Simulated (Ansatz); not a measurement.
# CH₈N₃Nb: basis-set convergence

Aim: see how fast density functionals converge with the basis set for CH₈N₃Nb.

Computed with Ansatz 0.2.0, Gaussian basis. Level: one geometry, several basis sets.

Plan: PBE0-D4/def2-SVP; ωB97M-V/def2-SVP; PBE0-D4/def2-QZVPP; ωB97M-V/def2-QZVPP; the functionals' def2-TZVPP values are taken from earlier runs.

## 1. The geometry

The geometry comes from an earlier relaxation with PBE0-D4 in a triple-zeta def2 set; it is a stationary point, not always the lowest conformer. Nb takes the def2 core potential; no spin-orbit term is included.

13 atoms, charge 0, spin multiplicity 1.

Atoms are counted from 1 here; the program's logs count them from 0.

Bond lengths: C1–Nb2 2.176 Å, C1–H6 1.098 Å, C1–H7 1.094 Å, C1–H8 1.094 Å, Nb2–N3 1.746 Å, Nb2–N4 1.983 Å, Nb2–N5 1.983 Å, N3–H9 1.008 Å, N4–H10 1.012 Å, N4–H11 1.009 Å, N5–H12 1.009 Å, N5–H13 1.012 Å. Angles: Nb2–C1–H6 110.0°, Nb2–C1–H7 111.2°, Nb2–C1–H8 111.2°, H6–C1–H7 108.0°, H6–C1–H8 108.0°, H7–C1–H8 108.2°, C1–Nb2–N3 105.8°, C1–Nb2–N4 107.6°, C1–Nb2–N5 107.6°, N3–Nb2–N4 108.9°, N3–Nb2–N5 108.9°, N4–Nb2–N5 117.4°, Nb2–N3–H9 176.9°, Nb2–N4–H10 123.8°, Nb2–N4–H11 126.5°, H10–N4–H11 109.3°, Nb2–N5–H12 126.5°, Nb2–N5–H13 123.9° and more.

Coordinates:

```xyz
13
CH8N3Nb
C    -1.4470    0.1537   -1.1507
Nb    0.1482   -0.0830    0.3109
N    -0.6180   -0.6870    1.7592
N     1.3943   -1.4618   -0.3799
N     0.8941    1.7164    0.6806
H    -1.0379    0.5340   -2.0957
H    -1.9412   -0.8003   -1.3554
H    -2.2035    0.8616   -0.8003
H    -1.1075   -1.0331    2.5694
H     2.0548   -1.2998   -1.1291
H     1.5533   -2.3774    0.0124
H     0.8286    2.2260    1.5486
H     1.5025    2.2159    0.0448
```

## 2. PBE0-D4 in def2-SVP

File in.yaml:

```yaml
crystal:
  periodic: [false, false, false]
  atoms:
    - {symbol: C, position_ang: [-1.446977, 0.153730, -1.150688]}
    - {symbol: Nb, position_ang: [0.148156, -0.083050, 0.310880]}
    - {symbol: N, position_ang: [-0.617974, -0.687049, 1.759212]}
    - {symbol: N, position_ang: [1.394262, -1.461758, -0.379885]}
    - {symbol: N, position_ang: [0.894143, 1.716351, 0.680561]}
    - {symbol: H, position_ang: [-1.037910, 0.533991, -2.095676]}
    - {symbol: H, position_ang: [-1.941170, -0.800289, -1.355405]}
    - {symbol: H, position_ang: [-2.203533, 0.861634, -0.800274]}
    - {symbol: H, position_ang: [-1.107501, -1.033067, 2.569352]}
    - {symbol: H, position_ang: [2.054761, -1.299826, -1.129134]}
    - {symbol: H, position_ang: [1.553256, -2.377411, 0.012429]}
    - {symbol: H, position_ang: [0.828569, 2.226036, 1.548608]}
    - {symbol: H, position_ang: [1.502520, 2.215908, 0.044820]}
basis:
  gaussian: {orbitals: def2-SVP}
hamiltonian: {xc: pbe0, dispersion: d4}
output: {orbitals: {seedname: orbitals}}
```

Launch:

```
$ ansatz run in.yaml --threads 4 --pin off --events-out ev --progress --plain --max-ram 11315MiB
```

The runs that follow: ωB97M-V in def2-SVP; PBE0-D4 in def2-QZVPP; ωB97M-V in def2-QZVPP.

**Question.** What will the summary of the whole plan be? Wanted: PBE0-D4: double and triple zeta above quadruple; ωB97M-V: double and triple zeta above quadruple.

**Answer**, as computed:

| quantity | value |
| --- | --- |
| PBE0-D4: double and triple zeta above quadruple | 7.55, 0.45 eV |
| ωB97M-V: double and triple zeta above quadruple | 7.82, 0.43 eV |

For PBE0-D4 the step from double to triple zeta gains 7.10 eV and the next only 0.45 eV. Total energies overstate the basis error of differences, where much of it tends to cancel. The LUMO of ωB97M-V is positive and keeps falling with the basis (1.21 to 0.45 eV): an unbound level that the basis holds in place.
